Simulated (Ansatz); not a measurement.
# H₄SSiTeZn: small, medium and large basis sets

An exercise on one series of results from a longer session: the logs are not shown, and one member is left open.

Program: Ansatz 0.2.0, Gaussian basis. Level of theory: one geometry, several basis sets. These are calculated values, not measurements.

Plan: PBE0-D4/def2-SVP; ωB97M-V/def2-SVP; PBE0-D4/def2-QZVPP; ωB97M-V/def2-QZVPP; the functionals' def2-TZVPP values are taken from earlier runs.

### Structure used throughout

An earlier PBE0-D4 in a triple-zeta def2 set relaxation fixed the geometry. Te takes the def2 core potential; no spin-orbit term is included.

8 atoms, charge 0, spin multiplicity 1.

Atoms are counted from 1 here; the program's logs count them from 0.

Bond lengths: Zn1–S2 2.237 Å, Zn1–H5 1.541 Å, S2–Si3 2.090 Å, Si3–Te4 2.540 Å, Si3–H6 1.486 Å, Si3–H7 1.484 Å, Te4–H8 1.659 Å. Angles: S2–Zn1–H5 156.2°, Zn1–S2–Si3 91.5°, S2–Si3–Te4 108.8°, S2–Si3–H6 114.6°, S2–Si3–H7 113.6°, Te4–Si3–H6 101.6°, Te4–Si3–H7 108.3°, H6–Si3–H7 109.2°, Si3–Te4–H8 91.0°.

The first run:

in.yaml reads:

```yaml
crystal:
  periodic: [false, false, false]
  atoms:
    - {symbol: Zn, position_ang: [-0.866841, 0.845093, -1.495231]}
    - {symbol: S, position_ang: [1.208605, 0.009542, -1.485654]}
    - {symbol: Si, position_ang: [1.160189, -0.231912, 0.589760]}
    - {symbol: Te, position_ang: [-1.237747, 0.024435, 1.388029]}
    - {symbol: H, position_ang: [-2.122937, 1.495250, -2.107606]}
    - {symbol: H, position_ang: [1.846068, 0.841568, 1.354306]}
    - {symbol: H, position_ang: [1.663361, -1.551476, 1.045181]}
    - {symbol: H, position_ang: [-1.650698, -1.432489, 0.711214]}
basis:
  gaussian: {orbitals: def2-SVP}
hamiltonian: {xc: pbe0, dispersion: d4}
output: {orbitals: {seedname: orbitals}}
```

Command:

```sh
> ansatz run in.yaml --threads 4 --pin off --events-out ev --progress --plain --max-ram 10444MiB
```

Steps of the session up to this table: PBE0-D4 in def2-SVP; ωB97M-V in def2-SVP; PBE0-D4 in def2-QZVPP; ωB97M-V in def2-QZVPP.

One table of the session follows, with a row left open; its other results are not shown here.

It belongs to the step «Density functionals: the series». 

| functional | basis | HOMO (eV) |
| --- | --- | --- |
| PBE0-D4 | def2-SVP | -7.04 |
| PBE0-D4 | def2-TZVPP | -7.09 |
| PBE0-D4 | def2-QZVPP | -7.10 |
| ωB97M-V | def2-SVP | -9.00 |
| ωB97M-V | def2-TZVPP | ? |
| ωB97M-V | def2-QZVPP | -9.09 |

Estimate the missing values for ωB97M-V, def2-TZVPP.

The run gave: HOMO (eV): -9.08. In the column «HOMO (eV)» it lies between ωB97M-V, def2-QZVPP (-9.09) and ωB97M-V, def2-SVP (-9.00).
